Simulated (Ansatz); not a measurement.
# C10H11ClOTi: basis-set convergence

How large a basis does C10H11ClOTi need? Two functionals are run in growing sets.

Method: one geometry, several basis sets; program: Ansatz 0.2.0, Gaussian basis.

Plan: PBE0-D4/def2-SVP; ωB97M-V/def2-SVP; PBE0-D4/def2-QZVPP; ωB97M-V/def2-QZVPP; the functionals' def2-TZVPP values are taken from earlier runs.

## (1) Structure used throughout

An earlier PBE0-D4 in a triple-zeta def2 set relaxation fixed the geometry.

24 atoms, charge 0, spin multiplicity 1.

Atoms are counted from 1 here; the program's logs count them from 0.

Bond lengths: O1–Ti2 1.857 Å, O1–H14 0.959 Å, Ti2–Cl3 2.346 Å, Ti2–C4 2.374 Å, Ti2–C5 2.385 Å, Ti2–C6 2.382 Å, Ti2–C7 2.415 Å, Ti2–C8 2.422 Å, Ti2–C9 2.415 Å, Ti2–C10 2.405 Å, Ti2–C11 2.402 Å, Ti2–C12 2.367 Å, Ti2–C13 2.391 Å, C4–C5 1.412 Å, C4–C8 1.410 Å, C4–H15 1.080 Å, C5–C6 1.404 Å, C5–H16 1.078 Å and more. Angles: Ti2–O1–H14 115.7°, O1–Ti2–Cl3 97.6°, O1–Ti2–C4 87.2°, O1–Ti2–C5 121.7°, O1–Ti2–C6 130.5°, O1–Ti2–C7 98.7°, O1–Ti2–C8 74.5°, O1–Ti2–C9 122.5°, O1–Ti2–C10 88.8°, O1–Ti2–C11 79.9°, O1–Ti2–C12 106.3°, O1–Ti2–C13 136.7°, Cl3–Ti2–C4 134.6°, Cl3–Ti2–C5 121.7°, Cl3–Ti2–C6 87.7°, Cl3–Ti2–C7 78.0°, Cl3–Ti2–C8 103.9°, Cl3–Ti2–C9 77.2° and more.

## (2) PBE0-D4 in def2-SVP

in.yaml

```yaml
crystal:
  periodic: [false, false, false]
  atoms:
    - {symbol: O, position_ang: [0.166123, -1.678057, -1.419427]}
    - {symbol: Ti, position_ang: [0.114706, -0.508167, 0.021173]}
    - {symbol: Cl, position_ang: [0.796197, -2.023386, 1.677907]}
    - {symbol: C, position_ang: [-1.986971, 0.228642, -0.800648]}
    - {symbol: C, position_ang: [-1.714985, 0.982725, 0.361676]}
    - {symbol: C, position_ang: [-1.686787, 0.101988, 1.455236]}
    - {symbol: C, position_ang: [-1.996298, -1.193509, 0.974180]}
    - {symbol: C, position_ang: [-2.192117, -1.110033, -0.406892]}
    - {symbol: C, position_ang: [2.100435, 0.534835, 0.916645]}
    - {symbol: C, position_ang: [2.460829, -0.086083, -0.300110]}
    - {symbol: C, position_ang: [1.776116, 0.568173, -1.338733]}
    - {symbol: C, position_ang: [0.958214, 1.557953, -0.768677]}
    - {symbol: C, position_ang: [1.175302, 1.544619, 0.634570]}
    - {symbol: H, position_ang: [1.042073, -1.921093, -1.726128]}
    - {symbol: H, position_ang: [-2.030902, 0.605779, -1.811307]}
    - {symbol: H, position_ang: [-1.538962, 2.045897, 0.398704]}
    - {symbol: H, position_ang: [-1.451450, 0.355869, 2.477788]}
    - {symbol: H, position_ang: [-2.009652, -2.095095, 1.563524]}
    - {symbol: H, position_ang: [-2.352883, -1.942054, -1.072518]}
    - {symbol: H, position_ang: [2.434553, 0.236509, 1.896360]}
    - {symbol: H, position_ang: [3.122524, -0.933407, -0.396928]}
    - {symbol: H, position_ang: [1.809948, 0.317118, -2.387768]}
    - {symbol: H, position_ang: [0.301516, 2.222347, -1.308289]}
    - {symbol: H, position_ang: [0.702472, 2.188413, 1.359682]}
basis:
  gaussian: {orbitals: def2-SVP}
hamiltonian: {xc: pbe0, dispersion: d4}
output: {orbitals: {seedname: orbitals}}
```

On the command line:

```bash
$ ansatz run in.yaml --threads 11 --pin off --events-out ev --progress --plain --max-ram 110592MiB --backend cpu
```

After this run come: ωB97M-V in def2-SVP; PBE0-D4 in def2-QZVPP; ωB97M-V in def2-QZVPP.

**Question.** What will the summary of the whole plan be? Wanted: PBE0-D4: double and triple zeta above quadruple; ωB97M-V: double and triple zeta above quadruple.

The runs gave:

| quantity | value |
| --- | --- |
| PBE0-D4: double and triple zeta above quadruple | 22.48, 1.45 eV |
| ωB97M-V: double and triple zeta above quadruple | 22.92, 1.36 eV |

In words: For PBE0-D4 the step from double to triple zeta gains 21.03 eV and the next only 1.45 eV. These are total energies; as a rule much of such shifts cancels in differences, which this series doesn't test.
